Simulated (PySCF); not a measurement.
# C4H11GeN: geometry, NMR shifts, spin-spin couplings, electronic excitations and core binding energies, part 2 of 2

PySCF 2.14.0. Atoms count from 0.

**6. Core holes by ΔSCF: SCAN, X2C**

What the job is given:

```
{"job": {"kind": "xps"}, "charge": 0, "multiplicity": 1}
C     -2.868909     0.568952     0.094315
C     -2.195789    -0.421318    -0.490558
C     -0.709006    -0.618511    -0.400590
N     -0.013100     0.468926     0.235007
Ge     1.585692     0.214505     1.102358
C      3.011340    -0.455534    -0.059074
H     -2.343828     1.307414     0.706551
H     -3.952769     0.661290    -0.009047
H     -2.731958    -1.165899    -1.092207
H     -0.524579    -1.545071     0.177534
H     -0.334958    -0.852153    -1.422329
H     -0.095462     1.339063    -0.282513
H      1.969226     1.587192     1.687545
H      1.316171    -0.810015     2.223618
H      2.722244    -1.419176    -0.504244
H      3.216051     0.256994    -0.871613
H      3.937839    -0.605641     0.515677
```

Level: delta-SCF UKS SCAN, pcX-2 on the ionised atom, pcseg-1 elsewhere, spin-free X2C.

Standard output:

```text
ground state, core basis on atom 0 (C), 183 functions
  cycle   1  E = -2307.57733966  |g| = 6.20e-01
  cycle   2  E = -2307.46245330  |g| = 9.02e-01
  cycle   3  E = -2307.67331130  |g| = 1.26e-01
  cycle   4  E = -2307.67677266  |g| = 4.73e-02
  cycle   5  E = -2307.67732570  |g| = 9.24e-03
  cycle   6  E = -2307.67734907  |g| = 3.09e-03
  cycle   7  E = -2307.67735242  |g| = 1.30e-03
  cycle   8  E = -2307.67735472  |g| = 5.15e-04
  cycle   9  E = -2307.67735348  |g| = 1.80e-04
  E(ground) = -2307.82084347 Eh
hole in C 1s of atom 0
  cycle   1  E = -2296.44789046  |g| = 1.50e+00
  cycle   2  E = -2294.68652864  |g| = 2.08e+00
  cycle   3  E = -2296.74125121  |g| = 7.07e-01
  cycle   4  E = -2296.95624022  |g| = 3.81e-01
  cycle   5  E = -2297.01676684  |g| = 1.48e-01
  cycle   6  E = -2297.02584607  |g| = 4.13e-02
  cycle   7  E = -2297.02675058  |g| = 1.29e-02
  cycle   8  E = -2297.02684758  |g| = 5.78e-03
  cycle   9  E = -2297.02686570  |g| = 2.97e-03
  cycle  10  E = -2297.02687160  |g| = 1.65e-03
  cycle  11  E = -2297.02687550  |g| = 7.95e-04
  cycle  12  E = -2297.02687907  |g| = 2.88e-04
  E(ion) = -2297.16968315 Eh   <S^2> = 0.7846   hole on atom = 1.000   binding energy = 289.833 eV
ground state, core basis on atom 1 (C), 183 functions
  cycle   1  E = -2307.67759216  |g| = 6.28e-02
  cycle   2  E = -2307.67677474  |g| = 6.29e-02
  cycle   3  E = -2307.67744222  |g| = 3.80e-02
  cycle   4  E = -2307.67782811  |g| = 5.65e-03
  cycle   5  E = -2307.67783779  |g| = 6.19e-04
  cycle   6  E = -2307.67783765  |g| = 3.08e-04
  E(ground) = -2307.82142261 Eh
hole in C 1s of atom 1
  cycle   1  E = -2296.43310470  |g| = 1.51e+00
  cycle   2  E = -2294.20108248  |g| = 2.27e+00
  cycle   3  E = -2296.73509282  |g| = 6.63e-01
  cycle   4  E = -2296.92280660  |g| = 4.22e-01
  cycle   5  E = -2296.99726194  |g| = 1.67e-01
  cycle   6  E = -2297.01004675  |g| = 5.68e-02
  cycle   7  E = -2297.01191366  |g| = 1.31e-02
  cycle   8  E = -2297.01205658  |g| = 7.18e-03
  cycle   9  E = -2297.01212327  |g| = 4.46e-03
  cycle  10  E = -2297.01216414  |g| = 3.60e-03
  cycle  11  E = -2297.01218827  |g| = 2.32e-03
  cycle  12  E = -2297.01220850  |g| = 1.05e-03
  cycle  13  E = -2297.01221219  |g| = 6.89e-04
  cycle  14  E = -2297.01221120  |g| = 2.41e-04
  E(ion) = -2297.15503830 Eh   <S^2> = 0.8167   hole on atom = 1.000   binding energy = 290.247 eV
ground state, core basis on atom 2 (C), 183 functions
  cycle   1  E = -2307.67686349  |g| = 5.92e-02
  cycle   2  E = -2307.67658836  |g| = 3.79e-02
  cycle   3  E = -2307.67653741  |g| = 3.98e-02
  cycle   4  E = -2307.67697363  |g| = 6.53e-03
  cycle   5  E = -2307.67698384  |g| = 5.70e-04
  cycle   6  E = -2307.67698604  |g| = 1.69e-04
  E(ground) = -2307.82018305 Eh
hole in C 1s of atom 2
  cycle   1  E = -2296.39979996  |g| = 1.51e+00
  cycle   2  E = -2295.34474275  |g| = 2.06e+00
  cycle   3  E = -2296.87084709  |g| = 4.39e-01
  cycle   4  E = -2296.89391661  |g| = 3.56e-01
  cycle   5  E = -2296.96452521  |g| = 7.40e-02
  cycle   6  E = -2296.96701334  |g| = 2.13e-02
  cycle   7  E = -2296.96719204  |g| = 1.14e-02
  cycle   8  E = -2296.96725499  |g| = 4.86e-03
  cycle   9  E = -2296.96727295  |g| = 2.06e-03
  cycle  10  E = -2296.96728119  |g| = 1.26e-03
  cycle  11  E = -2296.96728654  |g| = 9.20e-04
  cycle  12  E = -2296.96729052  |g| = 7.45e-04
  cycle  13  E = -2296.96729407  |g| = 5.98e-04
  cycle  14  E = -2296.96729818  |g| = 3.85e-04
  E(ion) = -2297.10945266 Eh   <S^2> = 0.7739   hole on atom = 1.000   binding energy = 291.454 eV
ground state, core basis on atom 3 (N), 183 functions
  cycle   1  E = -2307.69049913  |g| = 7.35e-02
  cycle   2  E = -2307.69049848  |g| = 1.80e-02
  cycle   3  E = -2307.69048353  |g| = 1.99e-02
  cycle   4  E = -2307.69057112  |g| = 3.46e-03
  cycle   5  E = -2307.69057613  |g| = 8.44e-04
  cycle   6  E = -2307.69057661  |g| = 1.65e-04
  E(ground) = -2307.83235497 Eh
hole in N 1s of atom 3
  cycle   1  E = -2292.12463253  |g| = 1.87e+00
  cycle   2  E = -2291.21643936  |g| = 2.22e+00
  cycle   3  E = -2292.77060342  |g| = 4.36e-01
  cycle   4  E = -2292.83081021  |g| = 1.62e-01
  cycle   5  E = -2292.84334946  |g| = 5.99e-02
  cycle   6  E = -2292.84514240  |g| = 1.34e-02
  cycle   7  E = -2292.84520821  |g| = 8.49e-03
  cycle   8  E = -2292.84524622  |g| = 3.54e-03
  cycle   9  E = -2292.84525216  |g| = 1.27e-03
  cycle  10  E = -2292.84525318  |g| = 3.58e-04
  E(ion) = -2292.98651455 Eh   <S^2> = 0.7666   hole on atom = 1.000   binding energy = 403.976 eV
ground state, core basis on atom 5 (C), 183 functions
  cycle   1  E = -2307.67678112  |g| = 5.72e-02
  cycle   2  E = -2307.67676201  |g| = 1.92e-02
  cycle   3  E = -2307.67674254  |g| = 2.05e-02
  cycle   4  E = -2307.67685348  |g| = 2.02e-03
  cycle   5  E = -2307.67685451  |g| = 6.34e-04
  cycle   6  E = -2307.67685438  |g| = 1.98e-04
  E(ground) = -2307.82008045 Eh
hole in C 1s of atom 5
  cycle   1  E = -2296.44001015  |g| = 1.50e+00
  cycle   2  E = -2293.29218468  |g| = 2.42e+00
  cycle   3  E = -2296.73048846  |g| = 6.82e-01
  cycle   4  E = -2296.95856127  |g| = 3.46e-01
  cycle   5  E = -2297.00463741  |g| = 1.64e-01
  cycle   6  E = -2297.01523004  |g| = 6.02e-02
  cycle   7  E = -2297.01699296  |g| = 8.83e-03
  cycle   8  E = -2297.01703495  |g| = 4.52e-03
  cycle   9  E = -2297.01704149  |g| = 3.27e-03
  cycle  10  E = -2297.01704806  |g| = 7.83e-04
  cycle  11  E = -2297.01704864  |g| = 3.32e-04
  E(ion) = -2297.15941204 Eh   <S^2> = 0.7687   hole on atom = 1.000   binding energy = 290.092 eV
```

It took 67 s on 1 thread, shared host.

The holes in one table. −ε is the ground-state orbital energy:

```tsv
hole	stands for	environment	ΔSCF (eV)	−ε (eV)	⟨S²⟩
C1s on C0	C0	terminal =CH2 carbon	289.83	273.2	0.785
C1s on C1	C1	alkene CH	290.25	273.6	0.817
C1s on C2	C2	allylic sp3 CH2 bonded to N	291.45	274.5	0.774
N1s on N3	N3	nitrogen bonded to C, Ge, H	403.98	385.4	0.767
C1s on C5	C5	methyl carbon bonded to Ge	290.09	273.4	0.769
```

**7. What came out**

The summary covers parts 1 to 2.

| quantity | value |
| --- | --- |
| point group | C1 |
| rotational constants (main isotopes) | 6.42, 0.99, 0.90 GHz |
| 13C shifts against TMS (PBE0/pcSseg-1) | 148.6, 120.3, 49.3, -1.7 ppm |
| 1H shifts against TMS (PBE0/pcSseg-1, means over atoms taken as alike) | 6.14, 5.95, 5.49, 4.65, 3.42, 0.31, -0.70 ppm |
| 15N shifts against NH3 (PBE0/pcSseg-1) | 23.6 ppm |
| 73Ge shifts against GeMe4 (PBE0/pcSseg-1) | -55 ppm |
| largest coupling of the table (B3LYP/pcSseg-1+pcJ-1) | 1J(C,H) C0–H7, 168.1 Hz |
| lowest singlet (CAM-B3LYP/def2-SVPD) | 5.90 eV (210 nm), f = 0.022 |
| brightest single state of those computed | state 8, 7.48 eV, f = 0.165 |
| lowest triplet | 4.39 eV |
| vertical ionisation energy (ΔSCF) | 8.53 eV |
| C1s binding energies, SCAN/pcX-2 | C2 291.45, C1 290.25, C5 290.09, C0 289.83 eV |
| N1s binding energies, SCAN/pcX-2 | N3 403.98 eV |

Over 4 steps the energy fell by 0.091 eV; of the close pairs, Ge4–H12 changed most, 1.502 to 1.541 Å. The most deshielded carbon is C1 (alkene CH), at 148.6 ppm: an sp2 carbon of a C=C bond. The most deshielded hydrogen is H8 (hydrogen on an alkene CH), at 6.14 ppm: attached to an sp2 carbon and in the plane of the double bond. At PBE0/pcSseg-1: Shielding is most anisotropic at Ge4 (span 293 ppm, paramagnetic term -1371 ppm). Couplings across rotatable bonds belong to this one conformer; where others are populated, the observed values are averages. The first singlet state (HOMO→LUMO 0.68, HOMO→LUMO+1 0.15) lies at 5.90 eV and is weak; of the 10 states computed, the strongest absorption comes from state 8 at 7.48 eV. The lowest triplet lies 1.51 eV below the lowest singlet (triplets in Tamm-Dancoff, singlets in full TDDFT). ΔSCF puts the ionisation energy at 8.53 eV, 0.64 eV above −ε(HOMO). Spin-orbit coupling is left out, which matters for shieldings and couplings at and beside the heavy atoms.
